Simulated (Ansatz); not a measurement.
**C₂H₅NOSi: basis-set convergence**

An exercise on one series of results from a longer session: the logs are not shown, and one member is left open.

Computed with Ansatz 0.2.0, Gaussian basis. Level: one geometry, several basis sets.

The runs, in order: PBE0-D4/def2-SVP; ωB97M-V/def2-SVP; PBE0-D4/def2-QZVPP; ωB97M-V/def2-QZVPP; the functionals' def2-TZVPP values are taken from earlier runs.

### Structure used throughout

An earlier PBE0-D4 in a triple-zeta def2 set relaxation fixed the geometry.

10 atoms, charge 0, spin multiplicity 1.

Atoms are counted from 1 here; the program's logs count them from 0.

Bond lengths: O1–C2 1.381 Å, O1–H6 0.962 Å, C2–N3 1.481 Å, C2–C4 1.442 Å, C2–H7 1.088 Å, N3–C4 1.266 Å, C4–Si5 1.862 Å, Si5–H8 1.482 Å, Si5–H9 1.482 Å, Si5–H10 1.483 Å. Angles: C2–O1–H6 108.8°, O1–C2–N3 118.2°, O1–C2–C4 118.2°, O1–C2–H7 115.2°, N3–C2–C4 51.3°, N3–C2–H7 117.0°, C4–C2–H7 121.8°, C2–N3–C4 62.8°, C2–C4–N3 66.0°, C2–C4–Si5 152.4°, N3–C4–Si5 141.5°, C4–Si5–H8 107.8°, C4–Si5–H9 109.4°, C4–Si5–H10 107.6°, H8–Si5–H9 111.1°, H8–Si5–H10 109.9°, H9–Si5–H10 110.8°.

Set-up of the first run:

Input file in.yaml:

```yaml
crystal:
  periodic: [false, false, false]
  atoms:
    - {symbol: O, position_ang: [-1.777925, 1.291699, 0.179645]}
    - {symbol: C, position_ang: [-0.577901, 0.968632, 0.782901]}
    - {symbol: N, position_ang: [-0.454057, -0.358026, 1.429915]}
    - {symbol: C, position_ang: [0.126353, -0.200031, 0.316238]}
    - {symbol: Si, position_ang: [1.113272, -1.133373, -0.957822]}
    - {symbol: H, position_ang: [-2.376834, 1.638845, 0.847949]}
    - {symbol: H, position_ang: [-0.058418, 1.799859, 1.255423]}
    - {symbol: H, position_ang: [0.345279, -1.121121, -2.225070]}
    - {symbol: H, position_ang: [1.343284, -2.518950, -0.485548]}
    - {symbol: H, position_ang: [2.400047, -0.418633, -1.140834]}
basis:
  gaussian: {orbitals: def2-SVP}
hamiltonian: {xc: pbe0, dispersion: d4}
output: {orbitals: {seedname: orbitals}}
```

Run with:

```console
$ ansatz run in.yaml --threads 4 --pin off --events-out ev --progress --plain --max-ram 10444MiB
```

Among the steps run: PBE0-D4 in def2-SVP; ωB97M-V in def2-SVP; PBE0-D4 in def2-QZVPP; ωB97M-V in def2-QZVPP.

One of the session's tables, all rows but one given; the rest of the session is left out.

It belongs to the step «Density functionals: the series». 

```
functional       basis  HOMO (eV)
   PBE0-D4    def2-SVP      -7.25
   PBE0-D4  def2-TZVPP          ?
   PBE0-D4  def2-QZVPP      -7.43
   ωB97M-V    def2-SVP      -9.50
   ωB97M-V  def2-TZVPP      -9.66
   ωB97M-V  def2-QZVPP      -9.70
```

Estimate the missing values for PBE0-D4, def2-TZVPP.

**Answer.** HOMO (eV): -7.39. In the column «HOMO (eV)» it lies between PBE0-D4, def2-QZVPP (-7.43) and PBE0-D4, def2-SVP (-7.25).
